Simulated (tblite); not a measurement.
**Al2Si2H6 (SMILES [SiH3][Al]1[AlH][SiH2]1) at GFN2-xTB**

Aim: the electronic atomisation energy of Al2Si2H6 at GFN2-xTB, from 4 runs. 

The results are computed with tblite 0.8.0.

20 further runs of the same task are left out: 20 set aside as unsound or not needed.

## (1) The system as given

Al2Si2H6 has 10 atoms, charge 0, and is taken as a singlet. SMILES: `[SiH3][Al]1[AlH][SiH2]1`. Geometry: relaxed at PBE0-D4/def2-TZVP.

Bond lengths: Si1–Al2 2.460 Å, Al2–Al3 2.479 Å, Al2–Si4 2.439 Å, Al3–Si4 2.343 Å, Si1–H5 1.491 Å, Si1–H6 1.491 Å, Si1–H7 1.490 Å, Al3–H8 1.585 Å, Si4–H9 1.581 Å, Si4–H10 1.500 Å. Some angles: Si1–Al2–Al3 164.4°, Si1–Al2–Si4 136.1°, Al3–Al2–Si4 56.9°, Al2–Al3–Si4 60.7°, Al2–Si4–Al3 62.4°, Al2–Si1–H5 110.3°, Al2–Si1–H6 111.0°, Al2–Si1–H7 111.8°, Al2–Al3–H8 149.8°, Si4–Al3–H8 135.8°.

## (2) Energy and gradient at GFN2-xTB

Input file script.py:

```python
"""GFN2-xTB energy and gradient"""
import json
import numpy as np
from tblite.interface import Calculator
from tblite.interface import symbols_to_numbers

geometry = """
Si    -1.426500     1.264600    -1.412100
Al    -0.140100    -0.429800    -0.177000
Al     0.542000    -2.376000     1.198900
Si     1.875500    -0.449300     1.195500
H     -1.958600     0.687200    -2.679200
H     -2.589700     1.742300    -0.611500
H     -0.589800     2.446700    -1.761500
H      0.798300    -3.933700     1.336500
H      0.619900     0.509800     1.257200
H      2.952200     0.487100     1.656400
"""
lines = [l.split() for l in geometry.strip().splitlines()]
symbols = [l[0] for l in lines]
numbers = np.array(symbols_to_numbers(symbols))
positions = np.array([l[1:4] for l in lines], float) / 0.529177210903

tb = Calculator("GFN2-xTB", numbers, positions, charge=0, uhf=0)
tb.set("verbosity", 0)
tb.set("accuracy", 0.1)
tb.add("spin-polarization", 1.0)
result = tb.singlepoint()

print(f"E(total): {result.get('energy'):.8f} Eh")
eps = np.atleast_2d(result.get("orbital-energies")) * 27.211386
occ = np.atleast_2d(result.get("orbital-occupations"))
filled = occ.sum(axis=0) if eps.shape[0] == 1 else occ[0]
homo = np.nonzero(filled > 0.5)[0].max()
print("  MO   occupation   energy/eV")
for i in range(max(0, homo - 4), min(eps.shape[1], homo + 5)):
    print(f"{i + 1:4d} {filled[i]:10.4f} {eps[0, i]:12.4f}")
mu = result.get("dipole") * 2.541746
print(f"dipole: {np.linalg.norm(mu):.4f} D, components " + " ".join(f"{c:.4f}" for c in mu))
q = result.get("charges")
g = result.get("gradient")
print("atom     charge      dE/dx        dE/dy        dE/dz   (Eh/bohr)")
for i, s in enumerate(symbols):
    print(f"{s:<2}{i + 1:<3} {q[i]:9.4f} {g[i, 0]:12.7f} {g[i, 1]:12.7f} {g[i, 2]:12.7f}")
print(f"gradient norm {np.linalg.norm(g):.6f} Eh/bohr")
out = {k: np.asarray(result.get(k)).tolist() for k in ("energy", "gradient", "charges", "dipole", "orbital-energies", "orbital-occupations")}
out.update(symbols=symbols, positions=(positions * 0.529177210903).tolist())
json.dump(out, open("results.json", "w"))
```

The run is started by

```console
$ python script.py
```

The log of the run:

```text
E(total): -8.51519446 Eh
  MO   occupation   energy/eV
   6     1.0000     -11.2617
   7     1.0000     -10.1938
   8     1.0000      -9.9177
   9     1.0000      -8.2611
  10     1.0000      -7.8107
  11     0.0000      -6.2942
  12     0.0000      -5.9465
  13     0.0000      -5.8385
  14     0.0000      -5.5571
dipole: 0.2977 D, components -0.2968 0.0235 0.0024
atom     charge      dE/dx        dE/dy        dE/dz   (Eh/bohr)
Si1      0.3486   -0.0009306    0.0090073   -0.0019263
Al2      0.0577    0.0050023   -0.0099530    0.0161130
Al3      0.1603    0.0131791    0.0164559   -0.0052610
Si4      0.2912   -0.0414357   -0.0070751    0.0075145
H 5     -0.1174    0.0023649   -0.0053288    0.0019620
H 6     -0.1111    0.0006680   -0.0032722    0.0033548
H 7     -0.1125    0.0033391   -0.0000421    0.0008867
H 8     -0.1840    0.0011454    0.0115431   -0.0042974
H 9     -0.2002    0.0177971   -0.0086050   -0.0150128
H 10    -0.1326   -0.0011296   -0.0027300   -0.0033336
gradient norm 0.060218 Eh/bohr
```

Run time: 0.29 s. Hardware: 1 thread of Intel Xeon at 2.70GHz, shared host.

## (3) The Al atom: the energy at GFN2-xTB

Input file run.py:

```python
import json
import numpy as np
from ase import Atoms
from ase.units import Bohr
from tblite.ase import TBLite
from ase.units import Debye

molecule = Atoms(["Al"], positions=Bohr * np.array([
    [0.000000, 0.000000, 0.000000],
]))
start = molecule.get_positions()

molecule.calc = TBLite(
    method="GFN2-xTB",
    multiplicity=2,
    accuracy=0.1,
    spin_polarization=1.0,
)
print(f"Energy: {molecule.get_potential_energy():.6f} eV")
print(f"Dipole: {np.linalg.norm(molecule.get_dipole_moment()) / Debye:.4f} D")
print("Charges:", np.round(molecule.get_charges(), 4))
json.dump(dict(energy=molecule.get_potential_energy(), forces=molecule.get_forces().tolist(), dipole=molecule.get_dipole_moment().tolist(), charges=molecule.get_charges().tolist(),
               symbols=molecule.get_chemical_symbols(), start=start.tolist(), final=molecule.positions.tolist()), open("results.json", "w"))
```

Run the same way, it converges to -0.91232 Eh (log not shown).

## (4) The H atom: the energy at GFN2-xTB

Input file molecule.xyz:

```xyz
1

H      0.000000     0.000000     0.000000
```

Input file calc.py:

```python
"""GFN2-xTB single point"""
import json
import numpy as np
from tblite.interface import Calculator
from tblite.interface import symbols_to_numbers

symbols = list(map(str, np.loadtxt("molecule.xyz", skiprows=2, usecols=0, dtype=str, ndmin=1)))
numbers = np.array(symbols_to_numbers(symbols))
positions = np.loadtxt("molecule.xyz", skiprows=2, usecols=(1, 2, 3), ndmin=2) / 0.5291772

xtb = Calculator("GFN2-xTB", numbers, positions, charge=0, uhf=1)
xtb.set("accuracy", 0.1)
xtb.add("spin-polarization", 1.0)
sp = xtb.singlepoint()

print(f"Energy: {sp.get('energy') * 27.211386:.8f} eV")
eps = np.atleast_2d(sp.get("orbital-energies")) * 27.211386
occ = np.atleast_2d(sp.get("orbital-occupations"))
filled = occ.sum(axis=0) if eps.shape[0] == 1 else occ[0]
homo = np.nonzero(filled > 0.5)[0].max()
print(f"HOMO {eps[0, homo]:.4f} eV")
if homo + 1 < eps.shape[1]:
    print(f"LUMO {eps[0, homo + 1]:.4f} eV, gap {eps[0, homo + 1] - eps[0, homo]:.4f} eV")
mu = sp.get("dipole") * 2.541746
print(f"Dipole moment: {np.linalg.norm(mu):.4f} D, components " + " ".join(f"{c:.4f}" for c in mu))
q = sp.get("charges")
print("Charges:", " ".join(f"{s}{i + 1}={c:+.4f}" for i, (s, c) in enumerate(zip(symbols, q))))
out = {k: np.asarray(sp.get(k)).tolist() for k in ("energy", "gradient", "charges", "dipole", "orbital-energies", "orbital-occupations")}
out.update(symbols=symbols, positions=(positions * 0.529177210903).tolist())
json.dump(out, open("results.json", "w"))
```

Run the same way, it converges to -0.42930 Eh (log not shown).

## (5) The Si atom: the energy at GFN2-xTB

Input file start.xyz:

```xyz
1

Si     0.000000     0.000000     0.000000
```

Input file job.py:

```python
# GFN2-xTB single point with ASE
import json
import numpy as np
from ase.io import read
from tblite.ase import TBLite
from ase.units import kJ, mol as mol_
from ase.units import Debye

molecule = read("start.xyz")
start = molecule.get_positions()

molecule.calc = TBLite(
    method="GFN2-xTB",
    charge=0,
    multiplicity=3,
    accuracy=0.1,
    spin_polarization=1.0,
)
print(f"Potential energy: {molecule.get_potential_energy() / (kJ / mol_):.6f} kJ/mol")
print(f"Dipole: {np.linalg.norm(molecule.get_dipole_moment()) / Debye:.4f} D")
for a, q in zip(molecule, molecule.get_charges()):
    print(f"{a.symbol}{a.index + 1} {q:+.4f}")
json.dump(dict(energy=molecule.get_potential_energy(), forces=molecule.get_forces().tolist(), dipole=molecule.get_dipole_moment().tolist(), charges=molecule.get_charges().tolist(),
               symbols=molecule.get_chemical_symbols(), start=start.tolist(), final=molecule.positions.tolist()), open("results.json", "w"))
```

The run is started by

```console
$ python job.py
```

The log of the run:

```text
------------------------------------------------------------
  cycle        total energy    energy error   density error
------------------------------------------------------------
      1     -1.598359939564  -1.5983599E+00   4.3301270E-01
      2     -1.598359939564   0.0000000E+00   2.5980762E-01
      3     -1.598359939564   0.0000000E+00   1.5586899E-05
      4     -1.598359939564   0.0000000E+00   5.4510655E-14
------------------------------------------------------------

 total:                                   0.001 sec
Potential energy: -4196.493444 kJ/mol
Dipole: 0.0000 D
Si1 -0.0000
```

Wall time 1.3 s (1 thread of Intel Xeon at 2.70GHz, shared host).

## (6) Results

At GFN2-xTB:

| quantity | value |
| --- | --- |
| molecule: total energy | -8.51519 Eh |
| molecule: dipole moment | 0.30 D |
| molecule: HOMO energy | -7.81 eV |
| molecule: LUMO energy | -6.29 eV |
| molecule: HOMO–LUMO gap | 1.52 eV |
| molecule: largest force on an atom | 2.196 eV/Å |
| Al atom: total energy | -0.91232 Eh |
| Al atom: dipole moment | 0.00 D |
| Al atom: largest force on an atom | 0.000 eV/Å |
| H atom: total energy | -0.42930 Eh |
| H atom: dipole moment | 0.00 D |
| H atom: HOMO energy (as the program lists it) | -12.66 eV |
| H atom: largest force on an atom | 0.000 eV/Å |
| Si atom: total energy | -1.59836 Eh |
| Si atom: dipole moment | 0.00 D |
| Si atom: largest force on an atom | 0.000 eV/Å |
| electronic atomisation energy | 24.982 eV |

Taking the molecule apart into free atoms costs 24.98 eV (576 kcal/mol), before zero-point energy and without spin-orbit coupling. The largest force (molecule) is 2.20 eV/Å: the shape isn't a stationary point for this species at this level. Tight-binding and semi-empirical models aren't fitted to free atoms, so this value can be far from the true one.
